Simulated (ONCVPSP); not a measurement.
**Lanthanum: generating and testing an ONCV potential**

Task: generate the file, and judge it by its errors in other configurations, its logarithmic derivatives, its ghosts and its cutoff.

Program: ONCVPSP 4.0.1.1 (patched build). Reference atom: LDA (Perdew-Wang 92), scalar-relativistic, spherical and spin-unpolarised. All values are calculated.

## 1. Starting point

The settings as typed:

```json
{"element": "lanthanum (La, Z = 57)", "type": "optimised norm-conserving Vanderbilt (ONCV)", "frozen core": "[Kr] 4d10", "valence charge": "11", "reference configuration": "5s2 5p6 5d1.5 6s1.5", "partial waves": "5s+6s: rc 2.30 bohr, ncon 4, nbas 9, qcut 5.7 1/bohr, 2 projectors; 5p: rc 3.10 bohr, ncon 3, nbas 6, qcut 4.9 1/bohr, 1 projector; 5d: rc 3.65 bohr, ncon 4, nbas 9, qcut 4.6 1/bohr, 2 projectors, debl 2.3 Ha; f scattering state at 0.13 Ha: rc 3.90 bohr, ncon 5, nbas 8, qcut 2.6 1/bohr, 2 projectors, debl 1.6 Ha", "local potential": "polynomial inside 1.45 bohr (lpopt 5, dvloc0 0 Ha)", "core correction": "Teter function, fcfact 2.25, rcfact 1.25"}
```

An earlier all-electron run gives the scale for the radii.

All-electron outer shells of the reference configuration (LDA (PZ), scalar-relativistic, ld1.x):

```csv
shell,level (eV),outermost node (bohr),outermost maximum (bohr)
5s,-38.25,0.77,1.41
5p,-21.72,0.83,1.58
4f,-3.75,–,0.75
6s,-3.55,1.87,3.84
5d,-2.72,0.95,2.27
6p,-1.27,2.22,5.11
```

## 2. Generating the potential

La.dat reads:

```
# ATOM AND REFERENCE CONFIGURATION
# atsym  z   nc   nv     iexc    psfile
  La 57.00    9    4  -001012      upf
#
#   n    l    f
    1    0    2.00
    2    0    2.00
    2    1    6.00
    3    0    2.00
    3    1    6.00
    3    2   10.00
    4    0    2.00
    4    1    6.00
    4    2   10.00
    5    0    2.00
    5    1    6.00
    5    2    1.50
    6    0    1.50
#
# PSEUDOPOTENTIAL AND OPTIMIZATION
# lmax
    3
#
#   l,   rc,      ep,       ncon, nbas, qcut
    0    2.30    0.00    4    9    5.70
    1    3.10    0.00    3    6    4.90
    2    3.65    0.00    4    9    4.60
    3    3.90    0.13    5    8    2.60
#
# LOCAL POTENTIAL
# lloc, lpopt,  rc(5),   dvloc0
    4    5    1.45    0.00
#
# VANDERBILT-KLEINMAN-BYLANDER PROJECTORs
# l, nproj, debl
    0    2    0.70
    1    1    1.40
    2    2    2.30
    3    2    1.60
#
# MODEL CORE CHARGE
# icmod, fcfact, rcfact
    3    2.25    1.25
#
# LOG DERIVATIVE ANALYSIS
# epsh1, epsh2, depsh
   -3.00    5.00    0.02
#
# OUTPUT GRID
# rlmax, drl
    6.00    0.01
#
# TEST CONFIGURATIONS
# ncnf
    4
# nvcnf
#   n    l    f
    4
    5    0    2.00
    5    1    6.00
    5    2    1.00
    6    0    2.00
#
    4
    5    0    2.00
    5    1    6.00
    5    2    1.00
    6    0    1.00
#
    4
    5    0    2.00
    5    1    6.00
    5    2    1.00
    6    0    0.00
#
    5
    5    0    2.00
    5    1    6.00
    5    2    0.00
    6    0    1.00
    4    3    1.00
#
```

Started as:

```console
$ oncvpsp.x < La.dat > La.out
```

What does the calculation give? Wanted: cutoffs for 1 and 0.1 mHa per electron, occupied waves; bound ghosts; GHOST(+) flags; largest test error; largest phase difference near zero energy, channels read; rms error of d²Exc/dn², without and with the model core; projector energies reset by the program.

The runs gave:

```
                                                quantity                                             value
  cutoffs for 1 and 0.1 mHa per electron, occupied waves                                   11 Ha and 13 Ha
                                            bound ghosts                                    f at -49.11 eV
                                          GHOST(+) flags                           s at -1 eV, f at 295 eV
                            largest test error (AE − PS)  +1.2 meV, for 5s2 5p6 5d1 6s1 (2 tests unsolved)
largest phase difference near zero energy, channels read                                         3.141 rad
 rms error of d²Exc/dn², without and with the model core                                 3.58 and 1.91 mHa
                 projector energies reset by the program                               f: -0.138, 1.462 Ha
```

It has a bound ghost (f), a state that the atom doesn't have, and that rules the file out. By total energies transferability is very good where solved: the largest error is 1.2 meV on 5.8 eV, for 5s2 5p6 5d1 6s1. Atomic tests can pass in spite of a ghost, since they solve only for the levels asked. Of the tests 2 gave no usable energy difference, which is a warning in itself. By its cutoff, 11 Ha for the looser tolerance, it is soft on the atom at that tolerance. That counts occupied waves only; other projectors can need more. Near zero energy the largest phase difference among the channels read is 3.14 rad, in the s channel. A step near π is an extra or missing state, not a misfit of shape. In the f channel the atom's pole at -0.13 Ha sits lower, at -1.57 Ha, in the pseudo curve. The pseudo curves have poles with no partner nearby in the atom's: s at -0.04 Ha, p at 0.65 Ha. At positive energy that is a spurious or a displaced resonance. The program also flags highly localised states, GHOST(+) (s, f).
